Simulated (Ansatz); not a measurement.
# CH3AlS: the cost of one run

The runs use Ansatz 0.2.0, Gaussian basis; PBE0-D4/def2-TZVP structures, single points in def2-TZVPP, no counterpoise correction.

Levels: SPW92, PBE-D4, BLYP-D4, r2SCAN-D4, B97M-V, PBE0-D4, B3LYP-D4, r2SCAN0-D4, BHLYP-D4, CAM-B3LYP-D4, wB97X-V, wB97M-V, B2PLYP, PBE-QIDH, RPA on PBE, Hartree-Fock, MP2, CCSD, CCSD(T).

Cores are frozen in the correlated methods. B3LYP uses VWN-RPA correlation. B2PLYP carries no dispersion term here.

56 further runs of the same task are left out: 56 set aside as unsound or not needed.

## 1. The starting structure

The complex: 11 atoms, charge 0, spin multiplicity 1.

Atoms are counted from 1 here; the program's logs count them from 0.

Bond lengths: Al1–S3 2.005 Å, Al1–C5 1.934 Å, C2–H4 1.092 Å, C2–H6 1.090 Å, C2–H7 1.091 Å, C2–H8 1.091 Å, C5–H9 1.092 Å, C5–H10 1.092 Å, C5–H11 1.093 Å. Angles: S3–Al1–C5 176.3°, H4–C2–H6 108.5°, H4–C2–H7 110.3°, H4–C2–H8 110.3°, H6–C2–H7 108.9°, H6–C2–H8 108.9°, H7–C2–H8 109.9°, Al1–C5–H9 110.7°, Al1–C5–H10 110.7°, Al1–C5–H11 110.4°, H9–C5–H10 108.2°, H9–C5–H11 108.4°, H10–C5–H11 108.4°.

Geometry (Å):

```csv
atom,x (Å),y (Å),z (Å)
Al1,-0.1182,-1.1487,-1.2593
C2,0.7748,1.6697,0.3243
S3,0.7515,-0.8612,-3.0433
H4,1.0459,1.3965,-0.6979
C5,-0.9990,-1.5350,0.4189
H6,1.1997,2.6484,0.5454
H7,1.1771,0.9423,1.0302
H8,-0.3096,1.7250,0.4268
H9,-1.7557,-0.7791,0.6402
H10,-0.2778,-1.5473,1.2390
H11,-1.4888,-2.5107,0.3756
```

Its parts: CH₃AlS holds atoms 1, 3, 5, 9, 10, 11; CH₄ holds atoms 2, 4, 6, 7, 8. Each part counts its atoms afresh in its own runs.

## 2. Relaxing CH₃AlS alone

Contents of relax-a/in.yaml:

```yaml
crystal:
  periodic: [false, false, false]
  atoms:
    - {symbol: Al, position_ang: [-0.118180, -1.148666, -1.259281]}
    - {symbol: S, position_ang: [0.751463, -0.861216, -3.043264]}
    - {symbol: C, position_ang: [-0.998978, -1.535005, 0.418903]}
    - {symbol: H, position_ang: [-1.755660, -0.779072, 0.640246]}
    - {symbol: H, position_ang: [-0.277753, -1.547301, 1.239039]}
    - {symbol: H, position_ang: [-1.488761, -2.510665, 0.375586]}
basis:
  gaussian: {orbitals: def2-TZVP}
hamiltonian: {xc: pbe0, dispersion: d4}
relax: {f_tol: 0.005, max_steps: 200}
```

Command:

```sh
$ ansatz run in.yaml --threads 4 --pin off --events-out ev --progress --plain --max-ram 9574MiB
```

**Question.** How long does this run take on 4 threads of Intel Xeon at 2.50GHz, shared host?

About 17 s.
